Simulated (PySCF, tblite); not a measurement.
# C5H4ClOPSi: geometry, infrared bands and NMR shifts

Aim: predict the infrared bands and NMR shifts of C5H4ClOPSi (`C#Cc1pc([SiH3])oc1Cl`).

Computed with tblite 0.8.0 and PySCF 2.14.0, with density-fitted response routines of our own, on a single molecule in the gas phase. Atoms count from 0, in the outputs and in this text.

### 1 Starting geometry

13 atoms, charge 0, multiplicity 1; geometry from: force field or distance geometry start.

Bonds of the start (Å): C0–C1 1.24, C1–C2 1.45, C2–P3 1.88, P3–C4 1.93, C4–Si5 1.82, C4–O6 1.27, O6–C7 1.26, C7–Cl8 1.80, C7–C2 1.37, C0–H9 1.04, Si5–H10 1.48, Si5–H11 1.46, Si5–H12 1.50.

### 2 Relaxing the molecule with GFN2-xTB

The job: settings as JSON, then the geometry in Å.

```
{"job": {"kind": "relax", "xc": "GFN2-xTB", "basis": "xTB"}, "charge": 0, "multiplicity": 1}
C      4.019900    -0.404900    -0.283900
C      2.784600    -0.296800    -0.230200
C      1.348600    -0.166700    -0.125500
P      0.410700     1.078700     0.925500
C     -1.194200     0.274300     0.211800
Si    -2.880200     0.813600     0.639300
O     -0.811700    -0.630900    -0.589200
C      0.406500    -0.900300    -0.794000
Cl     0.919700    -2.202300    -1.920900
H      5.059400    -0.499800    -0.329000
H     -3.745100    -0.331900     0.985300
H     -3.520800     1.617100    -0.391900
H     -2.801700     1.650500     1.885000
```

Run with:

```bash
$ OMP_NUM_THREADS=1 python probes_run.py task.json out
```

One launch serves the whole session: the jobs run in the order shown.

**Question.** This job is followed by: GFN2-xTB harmonic vibrations, gas phase; GIAO PBE0/pcSseg-1 NMR shielding, non-relativistic, gas phase. Predict these results of the whole session: strongest single infrared mode (GFN2-xTB); zero-point energy (GFN2-xTB); ¹³C shifts against TMS (PBE0/pcSseg-1); ¹H shifts against TMS (PBE0/pcSseg-1, means over atoms taken as alike); ³¹P shifts against H3PO4 (PBE0/pcSseg-1); ²⁹Si shifts against TMS (PBE0/pcSseg-1); ¹⁷O shifts against H2O (PBE0/pcSseg-1); ³⁵Cl shifts against HCl (PBE0/pcSseg-1).

The runs gave:

```
                                                              quantity                                value
                             strongest single infrared mode (GFN2-xTB)                 784 cm⁻¹, 487 km/mol
                                          zero-point energy (GFN2-xTB)                        41.4 kcal/mol
                                ¹³C shifts against TMS (PBE0/pcSseg-1)  202.9, 165.2, 126.1, 98.7, 78.3 ppm
¹H shifts against TMS (PBE0/pcSseg-1, means over atoms taken as alike)                       4.59, 3.38 ppm
                              ³¹P shifts against H3PO4 (PBE0/pcSseg-1)                            229.2 ppm
                               ²⁹Si shifts against TMS (PBE0/pcSseg-1)                            -80.3 ppm
                                ¹⁷O shifts against H2O (PBE0/pcSseg-1)                            378.4 ppm
                               ³⁵Cl shifts against HCl (PBE0/pcSseg-1)                              260 ppm
```

Relaxing lowered the energy by 1.143 eV in 32 steps; the close pair that moved most is P3–C4, from 1.932 to 1.723 Å. All 33 modes are real, so the xTB geometry is a minimum. The strongest single mode, at 784 cm⁻¹, moves mainly H10 and H11. Unscaled tight-binding wavenumbers are off by several per cent, some by more. Its intensities can rank the bands wrongly. NICS(1)zz of -21 ppm above the planar ring from C2 marks a diatropic (aromatic) ring current.
